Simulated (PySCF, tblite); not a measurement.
# C5H11BO2S: geometry, infrared bands and NMR shifts

Wanted: the infrared bands and NMR shifts of C5H11BO2S (`CCOB(C)S[C@@H]1CO1`), by calculation.

Computed with tblite 0.8.0 and PySCF 2.14.0, with density-fitted response routines of our own, on a single molecule in the gas phase. Atoms are numbered from 0 throughout.

### 1 Starting geometry

20 atoms, charge 0, multiplicity 1; geometry from: force field or distance geometry start.

Bonds of the start (Å): C0–C1 1.49, C1–O2 1.40, O2–B3 1.44, B3–C4 1.58, B3–S5 1.88, S5–C6 1.81, C6–C7 1.52, C7–O8 1.39, O8–C6 1.40, C0–H9 1.11, C0–H10 1.11, C0–H11 1.11, C1–H12 1.13, C1–H13 1.11, C4–H14 1.12, C4–H15 1.10, C4–H16 1.10, C6–H17 1.10, C7–H18 1.09, C7–H19 1.11.

### 2 Geometry optimisation with GFN2-xTB

Job settings and geometry (Å):

```
{"job": {"kind": "relax", "xc": "GFN2-xTB", "basis": "xTB"}, "charge": 0, "multiplicity": 1}
C     -3.321000     1.004500     0.088600
C     -1.951200     0.468200     0.294500
O     -1.613200    -0.577800    -0.569900
B     -0.221600    -0.883400    -0.334000
C      0.369100    -2.352300    -0.295500
S      0.803500     0.461100     0.498200
C      2.513200     0.212400    -0.039700
C      3.160300     1.350200    -0.807200
O      2.667000     0.207100    -1.428800
H     -3.364800     1.647600    -0.809400
H     -4.100000     0.228600    -0.040700
H     -3.590200     1.606300     0.986700
H     -1.787500     0.101400     1.348500
H     -1.220500     1.281200     0.084600
H      1.450200    -2.257900    -0.038000
H      0.317900    -2.827800    -1.285700
H     -0.082500    -2.987400     0.487100
H      3.136200    -0.459600     0.577700
H      4.240700     1.489400    -0.715100
H      2.589100     2.298900    -0.849800
```

The run is started by

```
OMP_NUM_THREADS=1 python probes_run.py task.json out
```

The driver reads the jobs from task.json and runs them one after another.

**Question.** This job is followed by: GFN2-xTB harmonic vibrations, gas phase; GIAO PBE0/pcSseg-1 NMR shielding, non-relativistic, gas phase. Predict these results of the whole session: strongest single infrared mode (GFN2-xTB); zero-point energy (GFN2-xTB); ¹³C shifts against TMS (PBE0/pcSseg-1); ¹H shifts against TMS (PBE0/pcSseg-1, means over atoms taken as alike); ¹⁷O shifts against H2O (PBE0/pcSseg-1); ¹¹B shifts against BF3·OEt2 (PBE0/pcSseg-1); ³³S shifts against CS2 (PBE0/pcSseg-1).

The runs gave:

```
                                                              quantity                                         value
                             strongest single infrared mode (GFN2-xTB)                         1320 cm⁻¹, 274 km/mol
                                          zero-point energy (GFN2-xTB)                                 99.5 kcal/mol
                                ¹³C shifts against TMS (PBE0/pcSseg-1)               67.3, 54.3, 47.7, 19.6, 7.0 ppm
¹H shifts against TMS (PBE0/pcSseg-1, means over atoms taken as alike)  4.26, 4.19, 4.01, 2.81, 2.55, 1.32, 0.81 ppm
                                ¹⁷O shifts against H2O (PBE0/pcSseg-1)                               192.3, 35.2 ppm
                           ¹¹B shifts against BF3·OEt2 (PBE0/pcSseg-1)                                      45.0 ppm
                                ³³S shifts against CS2 (PBE0/pcSseg-1)                                        41 ppm
```

**Reading.** Relaxing lowered the energy by 1.187 eV in 155 steps; the close pair that moved most is O2–B3, from 1.444 to 1.322 Å. The lowest mode is slightly imaginary (14i cm⁻¹), a soft motion within the noise of the Hessian, so the minimum is not strictly shown. The strongest single mode, at 1320 cm⁻¹, is spread over several atoms, H13, B3, C1, O2 among them. GFN2-xTB is a fitted tight-binding method: band positions and strengths are rough. Its intensities can rank the bands wrongly. The most deshielded carbon is C1 (sp3 CH2 bonded to O), at 67.3 ppm: deshielded by the electronegative neighbour. At PBE0/pcSseg-1: The widest tensor belongs to O2: span 317 ppm, with a paramagnetic part of -253 ppm.
